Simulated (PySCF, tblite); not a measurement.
# C₅H₁₈Si₃: geometry, infrared bands and NMR shifts

Wanted: the infrared bands and NMR shifts of C₅H₁₈Si₃ (`CC(C)[SiH2]CC[SiH2][SiH3]`), by calculation.

Computed with tblite 0.8.0 and PySCF 2.14.0, with density-fitted response routines of our own, on a single molecule in the gas phase. Atoms count from 0, in the outputs and in this text.

**1. The molecule as given**

26 atoms, charge 0, multiplicity 1; geometry from: force field or distance geometry start.

Bonds of the start (Å): C0–C1 1.52, C1–C2 1.49, C1–Si3 1.83, Si3–C4 1.87, C4–C5 1.52, C5–Si6 1.85, Si6–Si7 2.23, C0–H8 1.10, C0–H9 1.13, C0–H10 1.12, C1–H11 1.11, C2–H12 1.15, C2–H13 1.09, C2–H14 1.13, Si3–H15 1.48, Si3–H16 1.46, C4–H17 1.12, C4–H18 1.10, C5–H19 1.13, C5–H20 1.10, Si6–H21 1.48, Si6–H22 1.48, Si7–H23 1.47, Si7–H24 1.48, Si7–H25 1.49.

**2. Optimising the geometry with GFN2-xTB**

The job: settings as JSON, then the geometry in Å.

```
{"job": {"kind": "relax", "xc": "GFN2-xTB", "basis": "xTB"}, "charge": 0, "multiplicity": 1}
C     -3.112500    -0.033100     1.245000
C     -2.524200     0.066200    -0.155300
C     -2.171500     1.491400    -0.402600
Si    -1.138100    -1.128200    -0.255200
C      0.549000    -0.435100     0.145800
C      1.507800    -1.222100    -0.733600
Si     3.280000    -0.731600    -0.559300
Si     3.366300     1.327300     0.304700
H     -2.394900     0.419500     1.937300
H     -4.140500     0.420100     1.306400
H     -3.194300    -1.119700     1.489400
H     -3.322000    -0.230900    -0.861200
H     -3.053300     2.081700     0.030400
H     -1.278100     1.859500     0.110000
H     -2.184500     1.767800    -1.501400
H     -1.368800    -2.227400     0.710300
H     -1.068900    -1.697100    -1.596500
H      0.827500    -0.646300     1.211700
H      0.603900     0.636400    -0.104900
H      1.450600    -2.299500    -0.399700
H      1.189600    -1.113900    -1.782200
H      4.073400    -1.695700     0.234500
H      3.862900    -0.757100    -1.916700
H      2.436600     2.252900    -0.355100
H      4.776200     1.764200     0.161700
H      3.006600     1.273300     1.749900
```

Command:

```
$ OMP_NUM_THREADS=1 python probes_run.py task.json out
```

One launch serves the whole session: the jobs run in the order shown.

**Question.** This job is followed by: GFN2-xTB harmonic vibrations, gas phase; GIAO PBE0/pcSseg-1 NMR shielding, non-relativistic, gas phase. What will the session give for the following? strongest single infrared mode (GFN2-xTB); zero-point energy (GFN2-xTB); ¹³C shifts against TMS (PBE0/pcSseg-1, means over atoms taken as alike); ¹H shifts against TMS (PBE0/pcSseg-1, means over atoms taken as alike); ²⁹Si shifts against TMS (PBE0/pcSseg-1); surface potential, 1st and 99th percentile.

The runs gave:

```
                                                               quantity                                         value
                              strongest single infrared mode (GFN2-xTB)                         2213 cm⁻¹, 750 km/mol
                                           zero-point energy (GFN2-xTB)                                128.3 kcal/mol
¹³C shifts against TMS (PBE0/pcSseg-1, means over atoms taken as alike)                      21.1, 16.1, 7.0, 5.3 ppm
 ¹H shifts against TMS (PBE0/pcSseg-1, means over atoms taken as alike)  4.04, 4.03, 3.43, 1.10, 0.99, 0.78, 0.57 ppm
                                ²⁹Si shifts against TMS (PBE0/pcSseg-1)                      -23.7, -71.5, -121.2 ppm
                                  surface potential, 1st and 99th percentile                            -0.10 V and 0.92 V
```

**Reading.** Over 202 steps the energy fell by 0.883 eV; of the close pairs, C1–Si3 changed most, 1.832 to 1.912 Å. No mode is imaginary among the 72: a minimum at this level. GFN2-xTB is a fitted tight-binding method: band positions and strengths are rough. Its intensities can rank the bands wrongly.
